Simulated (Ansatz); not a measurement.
**TaHCl+ (quintet): the correlation ladder, def2-TZVPP**

The task here is to estimate one member of a computed series from the others.

Computed with Ansatz 0.2.0, Gaussian basis. Level: def2-TZVPP, core rule «outside noble gas», up to 9 orbitals frozen.

To be run: UHF; ROHF; CCSD(T) on UHF.

**The geometry**

The geometry is a PBE0/def2-TZVP stationary point (not a proven minimum) of the parent state, kept for this charge and spin. No spin-orbit coupling is included. Elements past krypton take def2 core potentials.

3 atoms, charge 1, spin multiplicity 5.

Atoms are counted from 1 here; the program's logs count them from 0.

Bond lengths: Ta1–Cl2 2.311 Å, Ta1–H3 1.863 Å. Angles: Cl2–Ta1–H3 180.0°.

The first run:

File in.yaml:

```yaml
crystal:
  periodic: [false, false, false]
  atoms:
    - {symbol: Ta, position_ang: [0.000000, 0.000000, 0.149600]}
    - {symbol: Cl, position_ang: [0.000000, 0.000000, -2.161700]}
    - {symbol: H, position_ang: [0.000000, 0.000000, 2.012100]}
basis:
  gaussian: {orbitals: def2-TZVPP}
total_charge: 1
magnetization: {spin_polarized: true, initial_magnetization: 4}
hamiltonian: {xc: hf}
output: {orbitals: {seedname: orbitals}}
```

Started as:

```
> ansatz run in.yaml --threads 1 --pin off --events-out ev --progress --plain --max-ram 4096MiB --backend cpu
```

Among the steps run: UHF; ROHF; CCSD(T) on UHF.

One of the session's tables, all rows but one given; the rest of the session is left out.

```
  method  from UCCSD(T) (kJ/mol)
    ROHF                       ?
     UHF                  +752.2
    UMP2                   +97.3
   UCCSD                   +38.4
UCCSD(T)                       0
```

**Question.** Estimate the row for ROHF.

**Answer.** from UCCSD(T) (kJ/mol): +767.5. In the column «from UCCSD(T) (kJ/mol)» it is the highest.
